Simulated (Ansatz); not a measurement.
Sn, space group I4/mmm: a test of the smearing width, run with Ansatz 0.2.0, Python API.

Script `run_smear.py`:
```python
"""Smearing width test for Sn."""

import argparse
import csv

import ansatz as az
from ase import Atoms

parser = argparse.ArgumentParser(description="Smearing width test for Sn.")
parser.add_argument("--dispersion", required=True, help="dispersion correction")
parser.add_argument("--k-spacing", type=float, default=0.2, help="k-point sampling")
parser.add_argument("--ecut", type=float, required=True, help="plane-wave cutoff (eV)")
args = parser.parse_args()


def main() -> None:
    atoms = Atoms(
        ["Sn"],
        scaled_positions=[
            [0.0, 0.0, 0.0],
        ],
        cell=[
            [-1.59075, 1.59075, 2.91565],
            [1.59075, -1.59075, 2.91565],
            [1.59075, 1.59075, -2.91565],
        ],
        pbc=True,
    )
    system = az.Crystal.from_ase(atoms)

    model = system.calculation()
    model = model.functional(az.Functional.R2SCAN, dispersion=args.dispersion)
    model = model.kpoints(spacing=args.k_spacing)
    model = model.basis(args.ecut)
    model = model.pseudopotentials("paw")

    rows = []
    for value in [0.3, 0.2, 0.1, 0.05]:
        r = model.occupations("gaussian", width=value).run().report
        rows.append((value, r["free_energy_ev"] / len(r["lattice"]["sites"]), r["n_iterations"], r["n_kpoints"]))

    with open("smear.csv", "w", newline="") as handle:
        writer = csv.writer(handle)
        writer.writerow(["width (eV)", "F/atom (eV)", "iterations", "k-points"])
        writer.writerows([round(v, 5) if isinstance(v, float) else v for v in row] for row in rows)

    # differences from the last row
    for row in rows[:-1]:
        shift = 1000 * (row[1] - rows[-1][1])
        print(f"{row[0]}: {shift:+.2f} meV/atom" + ("  (within 1 meV)" if abs(shift) < 1 else ""))


if __name__ == "__main__":
    main()
```

How much does the free energy per atom change between the narrowest and the widest smearing, and why?

Going from 0.05 to 0.3 eV changes F by -12.7 meV an atom. With this scheme F falls roughly as the square of the width; the report's estimate for zero width (energy_sigma0_ev) moves by only -0.4 meV.

The output:

Output of `python run_smear.py --dispersion d4 --ecut 530.0`:
```text
0.3: -12.66 meV/atom
0.2: -5.64 meV/atom
0.1: -1.30 meV/atom
```

File `smear.csv` afterwards:
```csv
width (eV),F/atom (eV),iterations,k-points
0.3,-6038.50297,6,244
0.2,-6038.49596,6,244
0.1,-6038.49162,6,244
0.05,-6038.49032,6,244
```

Caveats:
- The free energy holds a sizeable smearing term, which stands for no physical temperature.
- The narrowest width needs the finest mesh, so the last row is no converged reference.
- This isn't the structure that Sn takes at ambient conditions.
- Finished in 26 s on 1 thread of Intel(R) Xeon(R) Processor @ 2.30GHz (shared host), peak memory 0.64 GiB.
